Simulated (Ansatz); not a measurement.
A run of Ansatz 0.2.0 is set up as follows.

Contents of input.yaml:

```yaml
crystal:
  lattice:
    - [1.395212, -1.987154, 0.0]
    - [1.395212, 1.987154, 0.0]
    - [0.0, 0.0, 7.934886]
  atoms:
    - { symbol: Cu, position: [0.0, 0.0, 0.0], spin: 0.6 }
    - { symbol: Ni, position: [0.5, 0.5, 0.254686], spin: 1.0 }
    - { symbol: Ni, position: [0.0, 0.0, 0.5], spin: 1.0 }
    - { symbol: Ni, position: [0.5, 0.5, 0.745314], spin: 1.0 }
kpoints:
  mp_grid: { grid: [12, 12, 4] }
scf:
  occupations: { method: fermi_dirac, width: 0.05 }
hamiltonian:
  xc: pbesol
  pseudopotentials: { kind: all_electron, lapw: { basis_error: 0.001 } }
magnetization:
  spin_polarized: true
output:
  forces: true
  stress: true
  eigenvalues: true
  populations: true
```

Potentials or basis: all-electron LAPW, scalar-relativistic.

Command:

```console
$ ansatz run input.yaml --threads 4 --pin off --max-ram 12288MiB --backend cpu --events-out ev --progress --plain --runs-dir out
```

Problem. Predict the largest force.

Solution. 0.015 eV/Å.

Problem. What does it give for the band gap on the k mesh?

Solution. None (metal or under the smearing width).

Stress tensor (GPa, compression positive):
```
-6.93  0.00  0.00
 0.00 -6.33  0.00
 0.00  0.00 -5.51
```
